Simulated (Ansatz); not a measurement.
# CH4MgOS: one species, many methods

How much do the methods differ for CH4MgOS? The plan is to run it at one geometry with functionals of several rungs and with coupled cluster. The yardstick is the atomisation energy at the CCSD(T) limit.

Computed with Ansatz 0.2.0, Gaussian basis. Level: functionals in def2-TZVPP, the program's frozen cores in correlated methods.

Levels to be run: LDA (SPW92), PBE-D4, revPBE-D4, BLYP-D4, r2SCAN-D4, B97M-V, PBE0-D4, B3LYP-D4, r2SCANh-D4, r2SCAN0-D4, HSE06-D4, BHLYP-D4, CAM-B3LYP-D4, LC-ωPBE, ωB97X-V, ωB97M-V, B2PLYP, PBE-QIDH; CCSD(T)/def2-SVP; CCSD(T)/def2-TZVPP; MP2/def2-QZVPP; extrapolation to the limit; RPA on PBE.

## 1. The relaxed structure

An earlier PBE0-D4 in a triple-zeta def2 set relaxation fixed the geometry.

SMILES `C[S][Mg][OH]`, 8 atoms, charge 0, spin multiplicity 1.

Atoms are counted from 1 here; the program's logs count them from 0.

Bond lengths: C1–S2 1.827 Å, C1–H5 1.090 Å, C1–H6 1.090 Å, C1–H7 1.090 Å, S2–Mg3 2.283 Å, Mg3–O4 1.760 Å, O4–H8 0.947 Å. Angles: S2–C1–H5 106.9°, S2–C1–H6 112.0°, S2–C1–H7 112.0°, H5–C1–H6 108.1°, H5–C1–H7 108.1°, H6–C1–H7 109.6°, C1–S2–Mg3 103.4°, S2–Mg3–O4 178.0°, Mg3–O4–H8 164.1°.

## 2. LDA

This LDA is Slater exchange with PW92 correlation.

Input file in.yaml:

```yaml
crystal:
  periodic: [false, false, false]
  atoms:
    - {symbol: C, position_ang: [0.184271, 1.694601, -0.390780]}
    - {symbol: S, position_ang: [1.379836, 0.563926, 0.403706]}
    - {symbol: Mg, position_ang: [0.267888, -1.428874, 0.459003]}
    - {symbol: O, position_ang: [-0.610833, -2.953207, 0.445054]}
    - {symbol: H, position_ang: [0.659729, 2.674153, -0.439761]}
    - {symbol: H, position_ang: [-0.057194, 1.383727, -1.406970]}
    - {symbol: H, position_ang: [-0.733166, 1.791992, 0.189274]}
    - {symbol: H, position_ang: [-0.998331, -3.783419, 0.684674]}
basis:
  gaussian: {orbitals: def2-TZVPP}
hamiltonian: {xc: lda}
output: {orbitals: {seedname: orbitals}}
```

The runs that follow: PBE-D4 (GGA); revPBE-D4 (GGA); BLYP-D4 (GGA); r2SCAN-D4 (meta-GGA); B97M-V (meta-GGA); PBE0-D4 (hybrid); B3LYP-D4 (hybrid); r2SCANh-D4 (hybrid); r2SCAN0-D4 (hybrid); HSE06-D4 (hybrid); BHLYP-D4 (hybrid); CAM-B3LYP-D4 (range-separated); LC-ωPBE-D4 (range-separated); ωB97X-V (range-separated); ωB97M-V (range-separated); B2PLYP (double hybrid); PBE-QIDH (double hybrid); CCSD(T) in def2-SVP; CCSD(T) in def2-TZVPP; MP2 in def2-QZVPP; RPA on PBE orbitals.

**Question.** What will the summary of the whole plan be? Wanted: atomisation energy, CCSD(T)/CBS; farthest beyond LDA; mean size of error, GGA; mean size of error, meta-GGA; mean size of error, hybrid; mean size of error, range-separated; mean size of error, double hybrid; gap, smallest and largest; T1 diagnostic.

The runs gave:

```
                               quantity                                 value
        atomisation energy, CCSD(T)/CBS                         2697.8 kJ/mol
 functionals within 13.5 kJ/mol (0.5 %)                             r2SCAN-D4
                    farthest beyond LDA              BHLYP-D4 (-124.6 kJ/mol)
                mean size of error, GGA                           35.7 kJ/mol
           mean size of error, meta-GGA                           12.3 kJ/mol
             mean size of error, hybrid                           51.7 kJ/mol
    mean size of error, range-separated                           23.3 kJ/mol
      mean size of error, double hybrid                           53.9 kJ/mol
              gap, smallest and largest  3.35 eV (BLYP-D4), 9.87 eV (LC-ωPBE)
                          T1 diagnostic                                0.0100
triples share of the correlation energy                                 3.2 %
```

In words: LDA overbinds by 351.3 kJ/mol (13 %). PBE-D4 misses by +16.7 kJ/mol. Double hybrids carry the basis error of their MP2 part in triple zeta, and no dispersion term here, so their miss is partly the set-up's. By mean error the best rung here is meta-GGA (12.3 kJ/mol) and the worst beyond LDA is double hybrid (53.9 kJ/mol). Misses under about 13.5 kJ/mol are within the doubt on the reference itself, which lacks core-valence correlation, relativity and higher excitations. Hartree-Fock recovers 71 % of the binding; the rest is correlation. CCSD(T) in def2-SVP is off by -200.9 kJ/mol, so the small basis spoils what the method gains. The gap grows from 3.4 to 9.9 eV across the functionals, mostly with the share of exact exchange. Correlated methods include outer-core shells of Mg, which these sets cover unevenly.
